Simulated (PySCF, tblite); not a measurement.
# C₄H₈BF₂N: geometry, infrared bands and NMR shifts

Aim: predict the infrared bands and NMR shifts of C₄H₈BF₂N (`C/N=C\CCB(F)F`).

The runs use tblite 0.8.0 and PySCF 2.14.0, with density-fitted response routines of our own; the level of theory stands in each step. All values are computed, except where a source is named. Atoms are numbered from 0 throughout.

## Step 1: The molecule as given

16 atoms, charge 0, multiplicity 1; geometry from: force field or distance geometry start.

Bonds of the start (Å): C0–N1 1.44, N1–C2 1.29, C2–C3 1.48, C3–C4 1.51, C4–B5 1.56, B5–F6 1.47, B5–F7 1.45, C0–H8 1.13, C0–H9 1.09, C0–H10 1.12, C2–H11 1.08, C3–H12 1.09, C3–H13 1.11, C4–H14 1.13, C4–H15 1.10.

## Step 2: Relaxing the molecule with GFN2-xTB

What the job is given:

```
{"job": {"kind": "relax", "xc": "GFN2-xTB", "basis": "xTB"}, "charge": 0, "multiplicity": 1}
C     -2.527300    -0.232700     0.300000
N     -2.045200     0.782700    -0.599600
C     -0.777100     0.727300    -0.842200
C      0.125400    -0.292900    -0.273400
C      1.430800     0.444700    -0.086700
B      2.596600    -0.410300     0.509300
F      3.705400     0.392700     1.047400
F      2.961000    -1.630000    -0.179500
H     -3.642800    -0.072600     0.301900
H     -2.107900    -0.221400     1.307000
H     -2.417500    -1.270600    -0.101200
H     -0.342300     1.459100    -1.510700
H      0.232600    -1.170000    -0.915100
H     -0.175300    -0.608400     0.744100
H      1.754500     0.735100    -1.126300
H      1.221400     1.376200     0.455000
```

Launch:

```bash
$ OMP_NUM_THREADS=1 python probes_run.py task.json out
```

This one command runs all jobs of the session in turn.

**Question.** This job is followed by: GFN2-xTB harmonic vibrations, gas phase; GIAO PBE0/pcSseg-1 NMR shielding, non-relativistic, gas phase. Predict these results of the whole session: strongest single infrared mode (GFN2-xTB); zero-point energy (GFN2-xTB); ¹³C shifts against TMS (PBE0/pcSseg-1); ¹H shifts against TMS (PBE0/pcSseg-1, means over atoms taken as alike); ¹⁵N shifts against NH3 (PBE0/pcSseg-1); ¹¹B shifts against BF3·OEt2 (PBE0/pcSseg-1); ¹⁹F shifts against CFCl3 (PBE0/pcSseg-1, means over atoms taken as alike).

The runs gave:

| quantity | value |
| --- | --- |
| strongest single infrared mode (GFN2-xTB) | 1279 cm⁻¹, 352 km/mol |
| zero-point energy (GFN2-xTB) | 76.0 kcal/mol |
| ¹³C shifts against TMS (PBE0/pcSseg-1) | 173.9, 39.8, 24.8, 12.1 ppm |
| ¹H shifts against TMS (PBE0/pcSseg-1, means over atoms taken as alike) | 7.71, 3.45, 1.98, 1.35 ppm |
| ¹⁵N shifts against NH3 (PBE0/pcSseg-1) | 392.4 ppm |
| ¹¹B shifts against BF3·OEt2 (PBE0/pcSseg-1) | 29.0 ppm |
| ¹⁹F shifts against CFCl3 (PBE0/pcSseg-1, means over atoms taken as alike) | -67.6 ppm |

The optimisation took 144 steps and gained 1.341 eV; among the close pairs (by a distance rule), B5–F6 changed most, from 1.471 to 1.318 Å. All 42 modes are real, so the xTB geometry is a minimum. The strongest single mode, at 1279 cm⁻¹, moves mainly B5. Unscaled tight-binding wavenumbers are off by several per cent, some by more. Its intensities can rank the bands wrongly. At PBE0/pcSseg-1: The widest tensor belongs to N1: span 782 ppm, with a paramagnetic part of -451 ppm.
